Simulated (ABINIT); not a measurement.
Here is an ABINIT 10.8.3 (patched build) calculation.

File run.abi:

```
ndtset 2

pp_dirpath "./"
pseudos "Zr.GGA_PBE-JTH.xml, S.GGA_PBE-JTH.xml"

acell 3*1.0
rprim
     5.4850018347     3.1667672858     6.5909362685
    -5.4850018347     3.1667672858     6.5909362685
     0.0000000000    -6.3335345715     6.5909362685
ntypat 2
znucl 40 16
natom 5
typat 1 1 1 2 2
xred
     0.8387270000     0.5000000000     0.1612730000
     0.5000000000     0.1612730000     0.8387270000
     0.1612730000     0.8387270000     0.5000000000
     0.6650230000     0.6650230000     0.6650230000
     0.3349770000     0.3349770000     0.3349770000

ecut 20.0
pawecutdg 40.0
pawxcdev 0

ixc 11

occopt 3
tsmear 0.05 eV

nstep 100

iomode 3
prtwf 0
prteig 0
prtebands 0
enunit 1
prtden1 1
prtvha1 1
prtvclmb1 1
prtpot1 1

kptopt1 1
ngkpt1 6 6 6
nshiftk1 1
shiftk1 0.0 0.0 0.0
nband1 29
tolvrs1 1.0e-9

iscf2 -2
getden2 1
nband2 35
nbdbuf2 4
tolwfr2 1.0e-11
kptopt2 -2
ndivsm2 5
prteig2 1
kptbounds2
     0.0000000000     0.0000000000     0.0000000000
     0.5000000000     0.0000000000     0.0000000000
     0.5000000000     0.3205695712    -0.3205695712
```

Potentials or basis: JTH PAW PBE v2.0.

The run is started by

```console
$ mpirun --bind-to none -np 4 abinit run.abi > log 2>&1
```

(1) Estimate the pressure.

(2) Estimate the band gap on the k mesh.

Answers

(1) -1.1 GPa.

(2) none (metal or under the smearing width).
